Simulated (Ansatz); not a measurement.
# SnO: the cost of one run

Computed with Ansatz 0.2.0 (DFT PBE+D3(BJ), scalar-relativistic, plane waves, PAW, unless a step's input says otherwise).

17 further runs of the same task are left out: 17 set aside as unsound or not needed.

**1. Starting point**

Symmetry: P4/nmm, No. 129, tetragonal system. Conventional cell: a = 3.802 Å, b = 3.802 Å, c = 4.836 Å, α = 90.00°, β = 90.00°, γ = 90.00°. Sn (site symmetry 4mm) is surrounded by 4 O at 2.22 Å. O (site symmetry -4m2) is surrounded by 4 Sn at 2.22 Å.

As a file:

```cif
data_structure
_symmetry_space_group_name_H-M 'P 1'
_symmetry_Int_Tables_number 1
_cell_length_a 3.8020
_cell_length_b 3.8020
_cell_length_c 4.8360
_cell_angle_alpha 90.000
_cell_angle_beta 90.000
_cell_angle_gamma 90.000
_cell_volume 69.91
loop_
_atom_site_label
_atom_site_type_symbol
_atom_site_fract_x
_atom_site_fract_y
_atom_site_fract_z
_atom_site_occupancy
Sn1 Sn 0.00000 0.50000 0.23850 1
Sn2 Sn 0.50000 0.00000 0.76150 1
O1 O 0.00000 0.00000 0.00000 1
O2 O 0.50000 0.50000 0.00000 1
```

The structure comes from the Crystallography Open Database.

**6. Plan of the scan**

Atoms count from 1 in the order of the input.

The lattice constant and the thickness of a sheet are varied, nothing relaxed.

- lattice constant a of the sheet (both vectors scaled alike): 7 values from 3.515 to 4.126 Å
- thickness: height of Sn4 above Sn1, all heights scaled alike: 7 values from 2.118 to 2.610 Å

Nothing else is relaxed. Points are written as (first, second).

(The set-up runs are not shown.)

**7. The run at (3.515 Å, 2.118 Å)**

Input file input.yaml:

```yaml
crystal:
  lattice:
    - [3.515, 0.0, 0.0]
    - [0.0, 3.515, 0.0]
    - [0.0, 0.0, 30.6334027786]
  atoms:
    - { symbol: Sn, position: [0.5, 0.0, 0.4654298934] }
    - { symbol: O, position: [0.0, 0.0, 0.5] }
    - { symbol: O, position: [0.5, 0.5, 0.5] }
    - { symbol: Sn, position: [0.0, 0.5, 0.5345701066] }
  periodic: [true, true, false]
basis:
  ecutwfc: 420
kpoints:
  mp_grid: { grid: [6, 6, 1] }
hamiltonian:
  xc: pbe
  dispersion: d3bj
scf:
  occupations: { method: gaussian, width: 0.02 }
output:
  forces: true
  stress: true
  eigenvalues: true
```

Launch:

```
$ ansatz run input.yaml --threads 1 --pin off --max-ram 3072MiB --backend cpu --events-out ev --progress --plain --runs-dir out
```

**Question.** How long does this run take on 1 thread of AMD EPYC 7R43 (Zen 3), shared host, and how much memory does it need?

About 7.3 s, with a peak of 0.55 GiB.
